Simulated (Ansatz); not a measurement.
# Cl2H4O2Si2: a ladder of functionals and wavefunction methods

An exercise on one series of results from a longer session: the logs are not shown, and one member is left open.

Program: Ansatz 0.2.0, Gaussian basis. Level of theory: functionals in def2-TZVPP, the program's frozen cores in correlated methods. These are calculated values, not measurements.

Levels to be run: PBE-D4, r2SCAN-D4, PBE0-D4, B3LYP-D4, ωB97X-V, ωB97M-V, B2PLYP; CCSD(T)/def2-TZVPP; MP2/def2-QZVPP; extrapolation to the limit.

## The geometry

All runs share one geometry, relaxed beforehand with PBE0-D4 in a triple-zeta def2 set.

SMILES `O[SiH](Cl)O[SiH2]Cl`, 10 atoms, charge 0, spin multiplicity 1.

Atoms are counted from 1 here; the program's logs count them from 0.

Bond lengths: O1–Si2 1.621 Å, O1–H7 0.960 Å, Si2–Cl3 2.051 Å, Si2–O4 1.630 Å, Si2–H8 1.465 Å, O4–Si5 1.627 Å, Si5–Cl6 2.059 Å, Si5–H9 1.475 Å, Si5–H10 1.476 Å. Angles: Si2–O1–H7 118.9°, O1–Si2–Cl3 110.6°, O1–Si2–O4 112.3°, O1–Si2–H8 107.7°, Cl3–Si2–O4 107.1°, Cl3–Si2–H8 109.9°, O4–Si2–H8 109.3°, Si2–O4–Si5 140.8°, O4–Si5–Cl6 109.1°, O4–Si5–H9 108.7°, O4–Si5–H10 110.9°, Cl6–Si5–H9 108.0°, Cl6–Si5–H10 107.3°, H9–Si5–H10 112.8°.

Set-up of the first run:

in.yaml

```yaml
crystal:
  periodic: [false, false, false]
  atoms:
    - {symbol: O, position_ang: [-1.819430, -0.269590, 1.211195]}
    - {symbol: Si, position_ang: [-0.243830, -0.649263, 1.242329]}
    - {symbol: Cl, position_ang: [0.818060, 0.767089, 2.278731]}
    - {symbol: O, position_ang: [0.401395, -0.735221, -0.251871]}
    - {symbol: Si, position_ang: [0.809684, 0.219087, -1.504787]}
    - {symbol: Cl, position_ang: [-0.570463, 1.737420, -1.673056]}
    - {symbol: H, position_ang: [-2.087119, 0.566465, 0.823349]}
    - {symbol: H, position_ang: [-0.113562, -1.951839, 1.900920]}
    - {symbol: H, position_ang: [0.760791, -0.580942, -2.742919]}
    - {symbol: H, position_ang: [2.127573, 0.845493, -1.280989]}
basis:
  gaussian: {orbitals: def2-TZVPP}
hamiltonian: {xc: pbe, dispersion: d4}
output: {forces: true, orbitals: {seedname: orbitals}}
```

The run is started by

```
$ ansatz run in.yaml --threads 2 --pin off --events-out ev --progress --plain --max-ram 22528MiB --backend cuda --devices 0, --max-vram 18GiB
```

Steps of the session up to this table: PBE-D4 (GGA); r2SCAN-D4 (meta-GGA); PBE0-D4 (hybrid); B3LYP-D4 (hybrid); ωB97X-V (range-separated); ωB97M-V (range-separated); B2PLYP (double hybrid); CCSD(T) in def2-TZVPP; MP2 in def2-QZVPP.

One of the session's tables, all rows but one given; the rest of the session is left out.

| method | atomisation energy (kJ/mol) |
| --- | --- |
| PBE-D4 | 3688.5 |
| r2SCAN-D4 | 3695.7 |
| PBE0-D4 | 3636.0 |
| B3LYP-D4 | 3647.5 |
| ωB97X-V | 3704.0 |
| ωB97M-V | 3703.7 |
| B2PLYP | 3624.5 |
| HF/def2-TZVPP | 2716.5 |
| MP2/def2-TZVPP | 3690.7 |
| CCSD/def2-TZVPP | 3525.6 |
| CCSD(T)/def2-TZVPP | ? |
| MP2/CBS | 3816.4 |
| CCSD(T)/CBS | 3707.8 |

**Question.** Estimate the row for CCSD(T)/def2-TZVPP.

The run gave: atomisation energy (kJ/mol): 3582.0. In the column «atomisation energy (kJ/mol)» it lies between CCSD/def2-TZVPP (3525.6) and B2PLYP (3624.5).

To keep in mind: Free atoms (2 O, 2 Si, 2 Cl, 4 H) were run apart at each level; the atomisation energy is their sum less the molecule, without zero-point or spin-orbit terms.
